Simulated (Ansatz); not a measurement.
# CH5BGeO: up Jacob's ladder to CCSD(T)

How much do the methods differ for CH5BGeO? The plan is to run it at one geometry with functionals of several rungs and with coupled cluster. The yardstick is the atomisation energy at the CCSD(T) limit.

Method: functionals in def2-TZVPP, the program's frozen cores in correlated methods; program: Ansatz 0.2.0, Gaussian basis.

Levels to be run: LDA (SPW92), PBE-D4, revPBE-D4, BLYP-D4, r2SCAN-D4, B97M-V, PBE0-D4, B3LYP-D4, r2SCANh-D4, r2SCAN0-D4, HSE06-D4, BHLYP-D4, CAM-B3LYP-D4, LC-ωPBE, ωB97X-V, ωB97M-V, B2PLYP, PBE-QIDH; CCSD(T)/def2-SVP; CCSD(T)/def2-TZVPP; MP2/def2-QZVPP; extrapolation to the limit; RPA on PBE.

## (1) Structure used throughout

All runs share one geometry, relaxed beforehand with PBE0-D4 in a triple-zeta def2 set.

SMILES `[BH2][GeH]1[CH2][O]1`, 9 atoms, charge 0, spin multiplicity 1.

Atoms are counted from 1 here; the program's logs count them from 0.

Bond lengths: B1–Ge2 2.001 Å, B1–H5 1.192 Å, B1–H6 1.192 Å, Ge2–C3 1.948 Å, Ge2–O4 1.862 Å, Ge2–H7 1.529 Å, C3–O4 1.384 Å, C3–H8 1.091 Å, C3–H9 1.092 Å. Angles: Ge2–B1–H5 117.6°, Ge2–B1–H6 121.3°, H5–B1–H6 120.9°, B1–Ge2–C3 117.8°, B1–Ge2–O4 113.1°, B1–Ge2–H7 128.6°, C3–Ge2–O4 42.5°, C3–Ge2–H7 113.2°, O4–Ge2–H7 108.0°, Ge2–C3–O4 65.4°, Ge2–C3–H8 118.9°, Ge2–C3–H9 115.7°, O4–C3–H8 116.4°, O4–C3–H9 116.4°, H8–C3–H9 115.0°, Ge2–O4–C3 72.0°.

## (2) LDA

This LDA is Slater exchange with PW92 correlation.

Contents of in.yaml:

```yaml
crystal:
  periodic: [false, false, false]
  atoms:
    - {symbol: B, position_ang: [-0.634436, 1.749968, -0.085648]}
    - {symbol: Ge, position_ang: [0.638202, 0.246893, 0.267830]}
    - {symbol: C, position_ang: [0.090428, -1.548280, -0.252112]}
    - {symbol: O, position_ang: [-0.172730, -1.226011, 1.067998]}
    - {symbol: H, position_ang: [-1.799308, 1.498952, -0.089240]}
    - {symbol: H, position_ang: [-0.242896, 2.843279, -0.355123]}
    - {symbol: H, position_ang: [2.084107, 0.316070, 0.759819]}
    - {symbol: H, position_ang: [-0.775232, -1.667730, -0.904465]}
    - {symbol: H, position_ang: [0.900265, -2.259440, -0.426259]}
basis:
  gaussian: {orbitals: def2-TZVPP}
hamiltonian: {xc: lda}
output: {orbitals: {seedname: orbitals}}
```

Run with:

```bash
$ ansatz run in.yaml --threads 2 --pin off --events-out ev --progress --plain --max-ram 4352MiB
```

After this run come: PBE-D4 (GGA); revPBE-D4 (GGA); BLYP-D4 (GGA); r2SCAN-D4 (meta-GGA); B97M-V (meta-GGA); B3LYP-D4 (hybrid); r2SCANh-D4 (hybrid); r2SCAN0-D4 (hybrid); HSE06-D4 (hybrid); BHLYP-D4 (hybrid); CAM-B3LYP-D4 (range-separated); LC-ωPBE (range-separated); ωB97X-V (range-separated); ωB97M-V (range-separated); B2PLYP (double hybrid); PBE-QIDH (double hybrid); CCSD(T) in def2-SVP; CCSD(T) in def2-TZVPP; MP2 in def2-QZVPP; RPA on PBE orbitals.

**Question.** What will the summary of the whole plan be? Wanted: atomisation energy, CCSD(T)/CBS; farthest beyond LDA; mean size of error, GGA; mean size of error, meta-GGA; mean size of error, hybrid; mean size of error, range-separated; mean size of error, double hybrid; gap, smallest and largest; T1 diagnostic.

**Answer**, as computed:

| quantity | value |
| --- | --- |
| atomisation energy, CCSD(T)/CBS | 3001.4 kJ/mol |
| functionals within 30.0 kJ/mol (1.0 %) | revPBE-D4, BLYP-D4, r2SCAN-D4, B97M-V, PBE0-D4, B3LYP-D4, r2SCANh-D4, HSE06-D4, CAM-B3LYP-D4, LC-ωPBE, ωB97X-V, ωB97M-V, PBE-QIDH |
| farthest beyond LDA | BHLYP-D4 (-114.3 kJ/mol) |
| mean size of error, GGA | 27.7 kJ/mol |
| mean size of error, meta-GGA | 27.1 kJ/mol |
| mean size of error, hybrid | 27.5 kJ/mol |
| mean size of error, range-separated | 10.0 kJ/mol |
| mean size of error, double hybrid | 28.8 kJ/mol |
| gap, smallest and largest | 2.44 eV (LDA (SPW92)), 8.73 eV (LC-ωPBE) |
| T1 diagnostic | 0.0178 |
| triples share of the correlation energy | 4.1 % |

**Reading.** The LDA atomisation energy is off by 477.0 kJ/mol (16 %): it overbinds. PBE-D4 is off by +70.5 kJ/mol. Double hybrids carry the basis error of their MP2 part in triple zeta, and no dispersion term here, so their miss is partly the set-up's. The rungs range-separated, meta-GGA, hybrid, GGA, double hybrid miss on average by less than the doubt on the reference (30.0 kJ/mol), so they tie. The reference freezes the cores and leaves out relativity and excitations past (T), and its outer-core shells are covered unevenly, so misses under about 30.0 kJ/mol can't be ranked. Hartree-Fock recovers 70 % of the binding; the rest is correlation. CCSD(T) in def2-SVP is off by -190.2 kJ/mol, more than most functionals: a good method in a small basis is no reference. Orbital gaps span 2.4 to 8.7 eV; exact exchange widens them. Correlated methods include outer-core shells of Ge, which these sets cover unevenly.
